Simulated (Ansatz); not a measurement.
# NaAl3Si4Se: the cost of one run

Method: DFT PBE, scalar-relativistic, plane waves, PAW, in Ansatz 0.2.0.

## 1. Starting point

Symmetry: P-43m, No. 215, cubic system. The conventional cell has a = 5.501 Å, b = 5.501 Å, c = 5.501 Å, α = 90.00°, β = 90.00°, γ = 90.00°. Around Na (site symmetry -43m) lie 4 Si at 2.36 Å. Al (site symmetry -42m) has 4 Si at 2.38 Å as nearest neighbours. Around Si (site symmetry 3m) lie 1 Na at 2.36 Å and 3 Al at 2.38 Å and 1 Se at 2.40 Å. Se (site symmetry -43m) is surrounded by 4 Si at 2.40 Å.

As a file:

```
Na Al Si Se
1.0
     5.50117    0.00000    0.00000
     0.00000    5.50117    0.00000
     0.00000    0.00000    5.50117
Na Al Si Se
1 3 4 1
Direct
  0.00000 0.00000 0.00000
  0.00000 0.50000 0.00000
  0.00000 0.00000 0.50000
  0.50000 0.00000 0.00000
  0.24809 0.24809 0.24809
  0.75191 0.75191 0.24809
  0.24809 0.75191 0.75191
  0.75191 0.24809 0.75191
  0.50000 0.50000 0.50000
```

A structure generator made this guess: species swapped into a database cell of MgScCu3Se4 (P-43m, No. 215), with Se on the Mg sites, Na on the Sc sites, Al on the Cu sites and Si on the Se sites. Its size is a rough estimate.

## 2. Probe: one point on a coarse mesh

input.yaml reads:

```yaml
crystal:
  lattice:
    - [5.50117172, 0.0, 0.0]
    - [0.0, 5.50117172, 0.0]
    - [0.0, 0.0, 5.50117172]
  atoms:
    - { symbol: Na, position: [0.0, 0.0, 0.0] }
    - { symbol: Al, position: [0.0, 0.5, 0.0] }
    - { symbol: Al, position: [0.0, 0.0, 0.5] }
    - { symbol: Al, position: [0.5, 0.0, 0.0] }
    - { symbol: Si, position: [0.24809466, 0.24809466, 0.24809466] }
    - { symbol: Si, position: [0.75190534, 0.75190534, 0.24809466] }
    - { symbol: Si, position: [0.24809466, 0.75190534, 0.75190534] }
    - { symbol: Si, position: [0.75190534, 0.24809466, 0.75190534] }
    - { symbol: Se, position: [0.5, 0.5, 0.5] }
basis:
  ecutwfc: 420
kpoints:
  mp_grid: { grid: [4, 4, 4] }
hamiltonian:
  xc: pbe
scf:
  occupations: { method: gaussian, width: 0.1 }
  lower_state_search: "off"
output:
  forces: true
  stress: true
  eigenvalues: true
```

The run is started by

```bash
ansatz run input.yaml --threads 1 --pin off --max-ram 2048MiB --backend cpu --events-out ev --progress --plain --runs-dir out
```

What time and memory should one allow on 1 thread of Intel Xeon Platinum 8488C (Sapphire Rapids), shared host?

About 3.9 s, with a peak of 0.43 GiB.
